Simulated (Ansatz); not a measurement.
# C2H6BNO2: the cost of one run

Method: RKS PBE-D4/def2-SVP, in Ansatz 0.2.0.

### 1 Starting point

Bond lengths: N1–C2 1.227 Å, C2–O3 1.384 Å, O3–C4 1.425 Å, C4–B5 1.544 Å, B5–O6 1.448 Å, N1–H7 1.070 Å, C2–H8 1.073 Å, C4–H9 1.111 Å, C4–H10 1.161 Å, B5–H11 1.192 Å, O6–H12 0.979 Å. Angles (14 of 15 angles, heavy atoms first): N1–C2–O3 119.7°, C2–O3–C4 127.3°, O3–C4–B5 113.6°, C4–B5–O6 120.2°, N1–C2–H8 121.6°, O3–C2–H8 118.6°, C2–N1–H7 122.2°, O3–C4–H9 107.8°, O3–C4–H10 103.3°, B5–C4–H9 114.6°, B5–C4–H10 109.2°, C4–B5–H11 117.5°, O6–B5–H11 122.1°, B5–O6–H12 103.1°.

Coordinates:

```xyz
12

N    -1.8401    0.9073    1.3697
C    -0.9330    0.1974    1.7923
O     0.0584   -0.2350    0.9291
C     0.2241    0.1174   -0.4413
B     1.4357   -0.5645   -1.1128
O     1.7190   -0.3320   -2.5132
H    -2.6196    1.2758    2.0041
H    -0.8724   -0.0825    2.8265
H     0.2207    1.2266   -0.5089
H    -0.7540   -0.2664   -0.9360
H     2.1580   -1.2121   -0.4193
H     1.2803   -1.0873   -2.9560
```

### 2 End point A

The input, input.yaml:

```yaml
crystal:
  periodic: [false, false, false]
  atoms:
    - { symbol: "N", position_ang: [-1.8401, 0.9073, 1.3697] }
    - { symbol: C, position_ang: [-0.933, 0.1974, 1.7923] }
    - { symbol: O, position_ang: [0.0584, -0.235, 0.9291] }
    - { symbol: C, position_ang: [0.2241, 0.1174, -0.4413] }
    - { symbol: B, position_ang: [1.4357, -0.5645, -1.1128] }
    - { symbol: O, position_ang: [1.719, -0.332, -2.5132] }
    - { symbol: H, position_ang: [-2.6196, 1.2758, 2.0041] }
    - { symbol: H, position_ang: [-0.8724, -0.0825, 2.8265] }
    - { symbol: H, position_ang: [0.2207, 1.2266, -0.5089] }
    - { symbol: H, position_ang: [-0.754, -0.2664, -0.936] }
    - { symbol: H, position_ang: [2.158, -1.2121, -0.4193] }
    - { symbol: H, position_ang: [1.2803, -1.0873, -2.956] }
basis:
  gaussian: { orbitals: def2-SVP }
hamiltonian:
  xc: pbe
  dispersion: d4
relax:
  f_tol: 0.015
  max_steps: 40
output:
  orbitals: {}
```

Started as:

```bash
> ansatz run input.yaml --threads 2 --pin off --max-ram 3072MiB --backend cpu --events-out ev --progress --plain --runs-dir out
```

What time and memory should one allow on 2 threads of Arm Neoverse V2, shared host?

About 37 s, with a peak of 0.15 GiB.
